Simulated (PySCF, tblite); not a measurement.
# C₅H₉BOSi: geometry, infrared bands and NMR shifts

What infrared bands and NMR shifts should C₅H₉BOSi (`BC1=CO[Si@H]1C(=C)C`) show?

The runs use tblite 0.8.0 and PySCF 2.14.0, with density-fitted response routines of our own; the level of theory stands in each step. All values are computed, except where a source is named. Atoms are numbered from 0 throughout.

### 1 Starting geometry

17 atoms, charge 0, multiplicity 1; geometry from: force field or distance geometry start.

Bonds of the start (Å): B0–C1 1.59, C1–C2 1.30, C2–O3 1.34, O3–Si4 1.68, Si4–C5 1.84, C5–C6 1.33, C5–C7 1.51, Si4–C1 1.77, B0–H8 1.18, B0–H9 1.17, C2–H10 1.10, Si4–H11 1.48, C6–H12 1.10, C6–H13 1.08, C7–H14 1.10, C7–H15 1.12, C7–H16 1.11.

### 2 Optimising the geometry with GFN2-xTB

Job settings and geometry (Å):

```
{"job": {"kind": "relax", "xc": "GFN2-xTB", "basis": "xTB"}, "charge": 0, "multiplicity": 1}
B      2.475100     1.021800    -0.416800
C      1.667200    -0.302500    -0.061700
C      2.039300    -1.341300     0.632900
O      0.874400    -1.994700     0.490900
Si     0.028100    -0.874000    -0.426700
C     -1.386100    -0.104000     0.455000
C     -2.126000    -0.850500     1.269900
C     -1.687900     1.359700     0.276500
H      1.956500     2.068700    -0.236600
H      3.645500     1.023700    -0.497300
H      2.975600    -1.586800     1.146000
H     -0.264300    -1.262900    -1.822100
H     -2.951600    -0.347400     1.784800
H     -1.877600    -1.892800     1.385500
H     -0.817600     1.864800    -0.171300
H     -2.006400     1.808800     1.253600
H     -2.551300     1.421300    -0.423100
```

Started as:

```console
$ OMP_NUM_THREADS=1 python probes_run.py task.json out
```

This one command runs all jobs of the session in turn.

**Question.** This job is followed by: GFN2-xTB harmonic vibrations, gas phase; GIAO PBE0/pcSseg-1 NMR shielding, non-relativistic, gas phase. What will the session give for the following? strongest single infrared mode (GFN2-xTB); zero-point energy (GFN2-xTB); 13C shifts against TMS (PBE0/pcSseg-1); 1H shifts against TMS (PBE0/pcSseg-1, means over atoms taken as alike); 11B shifts against BF3·OEt2 (PBE0/pcSseg-1); 17O shifts against H2O (PBE0/pcSseg-1); 29Si shifts against TMS (PBE0/pcSseg-1).

The runs gave:

| quantity | value |
| --- | --- |
| strongest single infrared mode (GFN2-xTB) | 1554 cm⁻¹, 336 km/mol |
| zero-point energy (GFN2-xTB) | 77.3 kcal/mol |
| 13C shifts against TMS (PBE0/pcSseg-1) | 197.2, 148.9, 137.6, 136.9, 24.1 ppm |
| 1H shifts against TMS (PBE0/pcSseg-1, means over atoms taken as alike) | 8.40, 6.37, 6.36, 6.06, 6.03, 2.10 ppm |
| 11B shifts against BF3·OEt2 (PBE0/pcSseg-1) | 59.7 ppm |
| 17O shifts against H2O (PBE0/pcSseg-1) | 218.0 ppm |
| 29Si shifts against TMS (PBE0/pcSseg-1) | 30.7 ppm |

Over 143 steps the energy fell by 1.538 eV; of the close pairs, C1–Si4 changed most, 1.774 to 1.902 Å. No mode is imaginary among the 45: a minimum at this level. The strongest single mode, at 1554 cm⁻¹, moves mainly C1 and C2. GFN2-xTB is a fitted tight-binding method: band positions and strengths are rough. Its intensities can rank the bands wrongly. At PBE0/pcSseg-1: The largest span, 288 ppm, is at O3, where the paramagnetic term is -283 ppm.
